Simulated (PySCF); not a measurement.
# C₃H₈BFS: electronic excitations and core binding energies

Wanted: the electronic excitations and core binding energies of C₃H₈BFS (`C[S@+]1[BH2-][C@H](F)C1`), by calculation.

Computed with PySCF 2.14.0, with density-fitted response routines of our own, on a single molecule in the gas phase. Atoms are numbered from 0 throughout.

## Step 1: The starting structure

14 atoms, charge 0, multiplicity 1; geometry from: GFN2-xTB.

Bonds of the start (Å): C0–S1 1.82, S1–B2 2.05, B2–C3 1.63, C3–F4 1.40, C3–C5 1.52, C5–S1 1.83, C0–H6 1.09, C0–H7 1.09, C0–H8 1.08, B2–H9 1.18, B2–H10 1.18, C3–H11 1.09, C5–H12 1.09, C5–H13 1.09.

## Step 2: Excited states and response: CAM-B3LYP/def2-SVPD

What the job is given:

```
{"job": {"kind": "uv", "xc": "CAM-B3LYP", "basis": "def2-SVPD", "nstates": 8, "ntriplets": 3}, "charge": 0, "multiplicity": 1}
C      1.887271    -0.219991    -0.098355
S      0.702665     0.849446     0.776086
B     -0.778350    -0.505956     1.169454
C     -1.347577    -0.216156    -0.331852
F     -0.974694    -1.157820    -1.297257
C     -0.544082     1.058969    -0.553793
H      2.455212     0.385682    -0.798702
H      2.551350    -0.643489     0.648316
H      1.352055    -1.011668    -0.611745
H     -0.278185    -1.546247     1.390764
H     -1.426622    -0.021813     2.024792
H     -2.422209    -0.076208    -0.483521
H     -1.113760     1.957347    -0.329373
H     -0.063751     1.147431    -1.526980
```

Level: TDDFT CAM-B3LYP/def2-SVPD, vertical, gas phase, core orbitals frozen in the response.

The run is started by

```console
> OMP_NUM_THREADS=1 python probes_run.py task.json out
```

One launch serves the whole session: the jobs run in the order shown.

The program printed:

```text
coarse grid: 12016 points
cycle   1  E = -641.4632111796  dE =  6.849e-01  |g| = 4.793e-01  |ddm| = 5.302e+00
cycle   2  E = -641.4648727854  dE = -1.662e-03  |g| = 5.609e-01  |ddm| = 1.418e+00
cycle   3  E = -641.5157010305  dE = -5.083e-02  |g| = 6.053e-02  |ddm| = 5.295e-01
cycle   4  E = -641.5163935835  dE = -6.926e-04  |g| = 2.381e-02  |ddm| = 1.383e-01
cycle   5  E = -641.5165554823  dE = -1.619e-04  |g| = 4.736e-03  |ddm| = 5.481e-02
cycle   6  E = -641.5165623493  dE = -6.867e-06  |g| = 1.377e-03  |ddm| = 1.350e-02
final grid: 111160 points
cycle   7  E = -641.5951586558  dE = -3.435e-05  |g| = 4.146e-03  |ddm| = 6.439e-02
cycle   8  E = -641.5951581677  dE =  4.881e-07  |g| = 4.745e-03  |ddm| = 1.160e-02
cycle   9  E = -641.5951628703  dE = -4.703e-06  |g| = 4.669e-04  |ddm| = 5.281e-03
cycle  10  E = -641.5951629072  dE = -3.697e-08  |g| = 2.008e-04  |ddm| = 7.879e-04
cycle  11  E = -641.5951629158  dE = -8.516e-09  |g| = 4.441e-05  |ddm| = 3.271e-04
cycle  12  E = -641.5951629163  dE = -5.682e-10  |g| = 1.111e-05  |ddm| = 1.199e-04
converged SCF energy = -641.5951629163

Static polarisability (au): isotropic 70.801, principal 65.577 68.249 78.576

Singlet excitations
state   eV       nm        f      main configurations
  1   6.3981    193.8   0.00988   H-1->L 0.68, H->L 0.15
  2   6.6591    186.2   0.00172   H->L 0.71, H-1->L 0.13
  3   7.2220    171.7   0.00215   H->L+1 0.29, H-1->L+1 0.18, H->L+2 0.14
  4   7.2350    171.4   0.06489   H-1->L+1 0.34, H-1->L+2 0.20, H->L+1 0.14
  5   7.4003    167.5   0.04280   H-1->L+2 0.33, H-1->L+1 0.26, H->L+1 0.11
  6   7.5298    164.7   0.01263   H->L+2 0.45, H->L+1 0.18, H-1->L+2 0.15
  7   7.5936    163.3   0.01114   H->L+3 0.49, H-2->L 0.15, H->L+4 0.14
  8   7.7348    160.3   0.00171   H-2->L 0.63, H->L+3 0.12

Triplet excitations (Tamm-Dancoff, eV): 5.7886 6.1709 6.4056
```

Run time: 59 s. Hardware: 1 thread of Arm Neoverse N1, shared host; peak memory 0.87 GiB.

The orbitals next to the gap, with their largest atomic shares:

| orbital | eV | atoms |
| --- | --- | --- |
| HOMO−3 | -11.02 | S1 29 %, F4 24 %, C5 16 % |
| HOMO−2 | -10.23 | B2 39 %, H10 21 %, H9 18 % |
| HOMO−1 | -9.36 | S1 42 %, B2 14 %, C5 9 % |
| HOMO | -9.17 | C3 27 %, B2 23 %, F4 18 % |
| LUMO | 0.73 | S1 55 %, C5 13 %, B2 7 % |
| LUMO+1 | 0.87 | S1 48 %, C0 10 %, B2 10 % |
| LUMO+2 | 1.18 | S1 58 %, B2 11 %, C0 8 % |

With each of the 8 states as a Gaussian band of 0.4 eV half-width at 1/e, the curve within the window shown has maxima at 169 nm (ε 5,000) L/(mol cm). Beyond the last state computed it falls off for lack of states. The curve at chosen wavelengths:

(nm, ε (L/mol/cm)): (154, 467), (156, 887), (159, 1883), (161, 2734), (163, 3611), (166, 4642), (168, 4949), (171, 4715), (173, 4173), (175, 3460), (178, 2352), (180, 1730), (182, 1255), (185, 814), (187, 661), (189, 576), (192, 509), (194, 474), (196, 432), (199, 354), (201, 296), (204, 211), (206, 161), (208, 118), (211, 70), (213, 48)

Further results of this job:

| property | computed |
| --- | --- |
| dipole moment (D) | 3.42 |
| polarisability (Å³) | 10.49 |
| HOMO–LUMO gap (eV) | 9.90 |
| −ε(HOMO) (eV) | 9.17 |

## Step 3: Core holes by ΔSCF: SCAN, X2C

Settings changed since step 2:

```diff
@@ -1,2 +1,2 @@
-{"job": {"kind": "uv", "xc": "CAM-B3LYP", "basis": "def2-SVPD", "nstates": 8, "ntriplets": 3}, "charge": 0, "multiplicity": 1}
+{"job": {"kind": "xps"}, "charge": 0, "multiplicity": 1}
 C      1.887271    -0.219991    -0.098355
```

With the program's defaults for keys left out, this is: delta-SCF UKS SCAN, pcX-2 on the ionised atom, pcseg-1 elsewhere, spin-free X2C.

The program printed:

```text
ground state, core basis on atom 0 (C), 159 functions
  cycle   1  E = -642.89890632  |g| = 5.32e-01
  cycle   2  E = -642.83537056  |g| = 7.80e-01
  cycle   3  E = -642.96686923  |g| = 9.42e-02
  cycle   4  E = -642.96869045  |g| = 3.80e-02
  cycle   5  E = -642.96900055  |g| = 1.40e-02
  cycle   6  E = -642.96904719  |g| = 4.39e-03
  cycle   7  E = -642.96905415  |g| = 1.21e-03
  cycle   8  E = -642.96905200  |g| = 3.46e-04
  E(ground) = -642.98716781 Eh
hole in C 1s of atom 0
  cycle   1  E = -631.67669191  |g| = 1.50e+00
  cycle   2  E = -629.66778410  |g| = 2.25e+00
  cycle   3  E = -631.89284442  |g| = 7.79e-01
  cycle   4  E = -632.19751551  |g| = 3.16e-01
  cycle   5  E = -632.24128454  |g| = 1.15e-01
  cycle   6  E = -632.24694768  |g| = 4.16e-02
  cycle   7  E = -632.24773886  |g| = 1.23e-02
  cycle   8  E = -632.24779803  |g| = 6.41e-03
  cycle   9  E = -632.24782040  |g| = 2.27e-03
  cycle  10  E = -632.24782546  |g| = 1.38e-03
  cycle  11  E = -632.24782746  |g| = 4.48e-04
  E(ion) = -632.26653293 Eh   <S^2> = 0.7744   hole on atom = 1.000   binding energy = 291.723 eV
ground state, core basis on atom 1 (S), 170 functions
  cycle   1  E = -643.12080044  |g| = 4.05e-01
  cycle   2  E = -643.12047058  |g| = 5.34e-02
  cycle   3  E = -643.11936892  |g| = 8.29e-02
  cycle   4  E = -643.12122765  |g| = 6.47e-03
  cycle   5  E = -643.12123115  |g| = 3.88e-03
  cycle   6  E = -643.12123417  |g| = 4.87e-04
  E(ground) = -643.12499421 Eh
hole in S 1s of atom 1
  cycle   1  E = -550.83404986  |g| = 5.08e+00
  cycle   2  E = -548.81931868  |g| = 2.96e+00
  cycle   3  E = -544.73093572  |g| = 3.08e+00
  cycle   4  E = -551.95259514  |g| = 4.81e-01
  cycle   5  E = -551.89859717  |g| = 6.23e-01
  cycle   6  E = -552.05154882  |g| = 9.57e-02
  cycle   7  E = -552.05465331  |g| = 3.07e-02
  cycle   8  E = -552.05503891  |g| = 3.67e-03
  cycle   9  E = -552.05504463  |g| = 1.57e-03
  cycle  10  E = -552.05504615  |g| = 7.45e-04
  cycle  11  E = -552.05504640  |g| = 2.36e-04
  E(ion) = -552.05076466 Eh   <S^2> = 0.7518   hole on atom = 1.000   binding energy = 2478.256 eV
hole in S 2p of atom 1
  cycle   1  E = -636.39383842  |g| = 1.54e+00
  cycle   2  E = -634.35648557  |g| = 2.18e+00
  cycle   3  E = -636.41900898  |g| = 9.43e-01
  cycle   4  E = -636.82773965  |g| = 1.53e-01
  cycle   5  E = -636.83200229  |g| = 1.42e-01
  cycle   6  E = -636.84036095  |g| = 3.64e-02
  cycle   7  E = -636.84079132  |g| = 1.38e-02
  cycle   8  E = -636.84088377  |g| = 3.22e-03
  cycle   9  E = -636.84088963  |g| = 1.93e-03
  cycle  10  E = -636.84089188  |g| = 6.85e-04
  cycle  11  E = -636.84089228  |g| = 3.81e-04
  E(ion) = -636.85104534 Eh   <S^2> = 0.7537   hole on atom = 1.001   binding energy = 170.723 eV
  2p3/2 = 170.457 eV   2p1/2 = 171.701 eV
ground state, core basis on atom 2 (B), 159 functions
  cycle   1  E = -642.96218339  |g| = 5.83e-02
  cycle   2  E = -642.96170508  |g| = 5.61e-02
  cycle   3  E = -642.96249589  |g| = 1.88e-02
  cycle   4  E = -642.96258384  |g| = 5.13e-03
  cycle   5  E = -642.96258939  |g| = 7.77e-04
  cycle   6  E = -642.96259307  |g| = 2.07e-04
  E(ground) = -642.98173815 Eh
hole in B 1s of atom 2
  cycle   1  E = -635.40265756  |g| = 1.18e+00
  cycle   2  E = -634.42668750  |g| = 1.70e+00
  cycle   3  E = -635.73875030  |g| = 3.92e-01
  cycle   4  E = -635.79815823  |g| = 2.44e-01
  cycle   5  E = -635.82512206  |g| = 6.48e-02
  cycle   6  E = -635.82699560  |g| = 2.10e-02
  cycle   7  E = -635.82722296  |g| = 8.90e-03
  cycle   8  E = -635.82727998  |g| = 4.25e-03
  cycle   9  E = -635.82729486  |g| = 2.81e-03
  cycle  10  E = -635.82730384  |g| = 1.51e-03
  cycle  11  E = -635.82730776  |g| = 5.21e-04
  cycle  12  E = -635.82730883  |g| = 2.24e-04
  E(ion) = -635.84784366 Eh   <S^2> = 0.7869   hole on atom = 1.000   binding energy = 194.123 eV
ground state, core basis on atom 3 (C), 159 functions
  cycle   1  E = -642.97357756  |g| = 5.81e-02
  cycle   2  E = -642.97356050  |g| = 1.82e-02
  cycle   3  E = -642.97354001  |g| = 1.97e-02
  cycle   4  E = -642.97365623  |g| = 1.89e-03
  cycle   5  E = -642.97365588  |g| = 7.64e-04
  cycle   6  E = -642.97365587  |g| = 1.49e-04
  E(ground) = -642.99120816 Eh
hole in C 1s of atom 3
  cycle   1  E = -631.68069433  |g| = 1.51e+00
  cycle   2  E = -629.28295872  |g| = 2.53e+00
  cycle   3  E = -632.00818865  |g| = 7.13e-01
  cycle   4  E = -632.16956320  |g| = 4.58e-01
  cycle   5  E = -632.23921423  |g| = 1.16e-01
  cycle   6  E = -632.24287218  |g| = 4.42e-02
  cycle   7  E = -632.24387806  |g| = 1.28e-02
  cycle   8  E = -632.24396278  |g| = 6.58e-03
  cycle   9  E = -632.24398940  |g| = 2.06e-03
  cycle  10  E = -632.24399192  |g| = 1.19e-03
  cycle  11  E = -632.24399357  |g| = 5.29e-04
  cycle  12  E = -632.24399335  |g| = 2.11e-04
  E(ion) = -632.26211666 Eh   <S^2> = 0.7725   hole on atom = 1.000   binding energy = 291.953 eV
ground state, core basis on atom 4 (F), 159 functions
  cycle   1  E = -643.01395963  |g| = 1.16e-01
  cycle   2  E = -643.01371469  |g| = 5.16e-02
  cycle   3  E = -643.01355794  |g| = 6.22e-02
  cycle   4  E = -643.01409646  |g| = 4.67e-03
  cycle   5  E = -643.01410253  |g| = 5.02e-04
  cycle   6  E = -643.01409898  |g| = 2.02e-04
  E(ground) = -643.03390052 Eh
hole in F 1s of atom 4
  cycle   1  E = -616.69232307  |g| = 2.58e+00
  cycle   2  E = -616.32516892  |g| = 2.28e+00
  cycle   3  E = -617.46418726  |g| = 5.12e-01
  cycle   4  E = -617.53644570  |g| = 3.18e-01
  cycle   5  E = -617.58957010  |g| = 6.47e-02
  cycle   6  E = -617.59113007  |g| = 3.34e-02
  cycle   7  E = -617.59175261  |g| = 5.52e-03
  cycle   8  E = -617.59176597  |g| = 2.52e-03
  cycle   9  E = -617.59176941  |g| = 8.99e-04
  cycle  10  E = -617.59177004  |g| = 2.51e-04
  E(ion) = -617.61815485 Eh   <S^2> = 0.7572   hole on atom = 1.000   binding energy = 691.598 eV
ground state, core basis on atom 5 (C), 159 functions
  cycle   1  E = -642.97103824  |g| = 7.67e-02
  cycle   2  E = -642.97020027  |g| = 8.93e-02
  cycle   3  E = -642.97137969  |g| = 2.47e-02
  cycle   4  E = -642.97147464  |g| = 5.32e-03
  cycle   5  E = -642.97148346  |g| = 1.44e-03
  cycle   6  E = -642.97148312  |g| = 1.29e-04
  E(ground) = -642.98957436 Eh
hole in C 1s of atom 5
  cycle   1  E = -631.67347349  |g| = 1.51e+00
  cycle   2  E = -630.50232101  |g| = 2.12e+00
  cycle   3  E = -632.15686013  |g| = 4.61e-01
  cycle   4  E = -632.21789368  |g| = 2.95e-01
  cycle   5  E = -632.24808184  |g| = 9.30e-02
  cycle   6  E = -632.25116071  |g| = 2.07e-02
  cycle   7  E = -632.25137276  |g| = 8.84e-03
  cycle   8  E = -632.25142455  |g| = 3.79e-03
  cycle   9  E = -632.25144027  |g| = 1.79e-03
  cycle  10  E = -632.25144361  |g| = 1.03e-03
  cycle  11  E = -632.25144525  |g| = 3.28e-04
  E(ion) = -632.26995257 Eh   <S^2> = 0.7806   hole on atom = 1.000   binding energy = 291.696 eV
```

Run time: 2.8 min. Hardware: 1 thread of Arm Neoverse N1, shared host; peak memory 0.66 GiB.

Binding energies by hole, beside the orbital energy of the ground state; the difference holds orbital relaxation and, for a density functional, its self-interaction error:

| hole | stands for | environment | ΔSCF (eV; 2p as the shell's mean) | −ε (eV) | ⟨S²⟩ |
| --- | --- | --- | --- | --- | --- |
| C1s on C0 | C0 | methyl carbon bonded to S | 291.72 | 274.9 | 0.774 |
| S1s on S1 | S1 | sulfur bonded to 2 C, B, in a 4-membered ring | 2478.26 | 2416.3 | 0.752 |
| S2p on S1 | S1 | sulfur bonded to 2 C, B, in a 4-membered ring | 170.87 | 159.3 | 0.754 |
| B1s on B2 | B2 | boron bonded to C, S, 2 H, in a 4-membered ring | 194.12 | 178.8 | 0.787 |
| C1s on C3 | C3 | sp3 CH bonded to B and F | 291.95 | 274.9 | 0.773 |
| F1s on F4 | F4 | fluorine on an sp3 carbon | 691.60 | 665.9 | 0.757 |
| C1s on C5 | C5 | sp3 CH2 bonded to S | 291.70 | 275.1 | 0.781 |

With the spin-orbit splitting: S1 2p3/2 170.46, 2p1/2 171.70 eV. The table gives each 2p level as the mean over the whole 2p shell (two parts 2p3/2, one part 2p1/2), which differs a little from the single hole in the log.

## Step 4: Summary of results

| quantity | value |
| --- | --- |
| lowest singlet (CAM-B3LYP/def2-SVPD) | 6.40 eV (194 nm), f = 0.010 |
| brightest single state of those computed | state 4, 7.24 eV, f = 0.065 |
| lowest triplet | 5.79 eV |
| C1s binding energies, SCAN/pcX-2 | C3 291.95, C0 291.72, C5 291.70 eV |
| S1s binding energies, SCAN/pcX-2 | S1 2478.26 eV |
| S2p binding energies, SCAN/pcX-2 | S1 170.87 eV |
| B1s binding energies, SCAN/pcX-2 | B2 194.12 eV |
| F1s binding energies, SCAN/pcX-2 | F4 691.60 eV |

In words: The first singlet state (HOMO−1→LUMO 0.68, HOMO→LUMO 0.15) lies at 6.40 eV and is weak; of the 8 states computed, the strongest absorption comes from state 4 at 7.24 eV. The lowest triplet lies 0.61 eV below the lowest singlet (triplets in Tamm-Dancoff, singlets in full TDDFT). The C1s levels kept as sound span 0.26 eV, from C5 (sp3 CH2 bonded to S) up to C3 (sp3 CH bonded to B and F).
